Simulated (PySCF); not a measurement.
**CH6Ge (methyl germane): levels of theory compared**

We compute a comparison of 4 runs (B3LYP/cc-pV(D+d)Z, B3LYP/cc-pVDZ, B3LYP/cc-pV(T+d)Z, B3LYP/cc-pVTZ) of CH6Ge (methyl germane). The job is set up through a Python script.

The calculation is run with PySCF 2.14.0.

## 1. Starting point

CH6Ge has 8 atoms, charge 0, and is taken as a singlet. SMILES: `[CH3][GeH3]`. Geometry: relaxed at PBE0-D4/def2-TZVP.

Bond lengths: C1–Ge2 1.953 Å, C1–H3 1.090 Å, C1–H4 1.090 Å, C1–H5 1.091 Å, Ge2–H6 1.539 Å, Ge2–H7 1.539 Å, Ge2–H8 1.539 Å. Some angles: C1–Ge2–H6 110.4°, C1–Ge2–H7 110.4°, C1–Ge2–H8 110.4°, Ge2–C1–H3 110.3°, Ge2–C1–H4 110.3°, Ge2–C1–H5 110.3°, H6–Ge2–H7 108.5°, H6–Ge2–H8 108.5°, H7–Ge2–H8 108.5°, H3–C1–H4 108.6°.

## 2. The energy at B3LYP/cc-pV(D+d)Z (run 1)

File run.py:

```python
from pyscf import gto, dft

mol = gto.M(
    atom='''
C     -0.310900     0.190300    -0.971400
Ge     0.296900    -0.181900     0.846700
H     -1.380100     0.404200    -0.976500
H      0.218800     1.052200    -1.378400
H     -0.124600    -0.669400    -1.616000
H      0.030700     1.028200     1.760100
H      1.807100    -0.479600     0.857700
H     -0.445700    -1.401200     1.422100
''',
    verbose=3,
    max_memory=1860,
    basis='cc-pv(d+d)z',
    charge=0,
)

ks = dft.RKS(mol)
ks.xc = 'b3lyp'
ks.grids.level = 4
ks.conv_tol = 1e-10
ks.kernel()
if not ks.converged:
    ks = ks.newton().run(ks.mo_coeff, ks.mo_occ)

energy = ks.e_tot
print('Final energy', energy)
```

On the command line:

```sh
$ OMP_NUM_THREADS=1 python run.py
```

The log of the run:

```text
converged SCF energy = -2118.72609225475
Final energy -2118.7260922547475
```

It took 9 s on 1 thread of Arm Neoverse V1, shared host; peak memory 0.37 GiB.

## 3. A single-point energy at B3LYP/cc-pVDZ (run 2)

File job.py:

```python
from pyscf import gto, dft

mol = gto.M(
    atom='''
C     -0.310900     0.190300    -0.971400
Ge     0.296900    -0.181900     0.846700
H     -1.380100     0.404200    -0.976500
H      0.218800     1.052200    -1.378400
H     -0.124600    -0.669400    -1.616000
H      0.030700     1.028200     1.760100
H      1.807100    -0.479600     0.857700
H     -0.445700    -1.401200     1.422100
''',
    max_memory=1860,
    verbose=3,
    spin=0,
    basis='cc-pvdz',
)

myscf = dft.RKS(mol)
myscf.xc = 'b3lyp'
myscf.grids.level = 4
myscf.conv_tol = 1e-10
myscf.kernel()
if not myscf.converged:
    myscf = myscf.newton().run(myscf.mo_coeff, myscf.mo_occ)

e_final = myscf.e_tot
print('E(%s) = %.9f' % ('B3LYP', e_final))
```

On the command line:

```sh
$ OMP_NUM_THREADS=1 python job.py
```

The log of the run:

```text
converged SCF energy = -2118.72609225477
E(B3LYP) = -2118.726092255
```

It took 8.7 s on 1 thread of Arm Neoverse V1, shared host; peak memory 0.36 GiB.

## 4. The energy at B3LYP/cc-pV(T+d)Z (run 3)

File job.py:

```python
from pyscf import gto, dft

molecule = gto.M(
    atom='''
C   -0.310900   0.190300  -0.971400
Ge   0.296900  -0.181900   0.846700
H   -1.380100   0.404200  -0.976500
H    0.218800   1.052200  -1.378400
H   -0.124600  -0.669400  -1.616000
H    0.030700   1.028200   1.760100
H    1.807100  -0.479600   0.857700
H   -0.445700  -1.401200   1.422100
''',
    verbose=3,
    spin=0,
    charge=0,
    max_memory=1860,
    basis='cc-pv(t+d)z',
)

mf = dft.RKS(molecule, xc='b3lyp')
mf.grids.level = 4
mf.conv_tol = 1e-10
mf.kernel()
if not mf.converged:
    mf = mf.newton().run(mf.mo_coeff, mf.mo_occ)

energy = mf.e_tot
print('E = %.10f Eh' % energy)
```

On the command line:

```sh
$ OMP_NUM_THREADS=1 python job.py
```

The log of the run:

```text
converged SCF energy = -2118.82023783061
E = -2118.8202378306 Eh
```

Wall time 30 s (1 thread of Arm Neoverse V1, shared host); peak memory 1.1 GiB.

## 5. A single-point energy at B3LYP/cc-pVTZ (run 4)

File input.py:

```python
# [CH3][GeH3]
from pyscf import gto, dft

mol = gto.M(
    atom='''
C     -0.587516     0.359615    -1.835680
Ge     0.561060    -0.343741     1.600031
H     -2.608011     0.763827    -1.845318
H      0.413472     1.988370    -2.604798
H     -0.235460    -1.264983    -3.053797
H      0.058015     1.943016     3.326107
H      3.414924    -0.906313     1.620818
H     -0.842251    -2.647884     2.687380
''',
    max_memory=1860,
    charge=0,
    verbose=3,
    unit='bohr',
    basis='cc-pvtz',
)

mf = dft.RKS(mol, xc='b3lyp')
mf.conv_tol = 1e-10
mf.grids.level = 4
mf.kernel()
if not mf.converged:
    mf = mf.newton().run(mf.mo_coeff, mf.mo_occ)

energy = mf.e_tot
print('Final energy', energy)
```

On the command line:

```sh
$ OMP_NUM_THREADS=1 python input.py
```

The log of the run:

```text
converged SCF energy = -2118.82023782182
Final energy -2118.82023782182
```

Run time: 29 s. Hardware: 1 thread of Arm Neoverse V1, shared host; peak memory 1.1 GiB.

## 6. All runs side by side

```csv
run,level,energy (Eh),dipole moment (D),HOMO energy (eV),LUMO energy (eV),wall time
1,B3LYP/cc-pV(D+d)Z,-2118.726092,0.76,-8.61,1.08,9 s
2,B3LYP/cc-pVDZ,-2118.726092,0.76,-8.61,1.08,8.7 s
3,B3LYP/cc-pV(T+d)Z,-2118.820238,0.74,-8.69,0.53,30 s
4,B3LYP/cc-pVTZ,-2118.820238,0.74,-8.69,0.53,29 s
```

## 7. Results

| quantity | value |
| --- | --- |
| run 4: total energy | -2118.82024 Eh |
| run 4: dipole moment | 0.74 D |
| run 4: HOMO energy | -8.69 eV |
| run 4: LUMO energy | 0.53 eV |
| run 4: HOMO–LUMO gap | 9.22 eV |

What this shows: The dipole moment (its size) runs from 0.74 D (B3LYP/cc-pV(T+d)Z) to 0.76 D (B3LYP/cc-pV(D+d)Z). The HOMO–LUMO gap runs from 9.22 eV (B3LYP/cc-pV(T+d)Z) to 9.69 eV (B3LYP/cc-pV(D+d)Z). All runs together took 77 s, the longest 30 s.
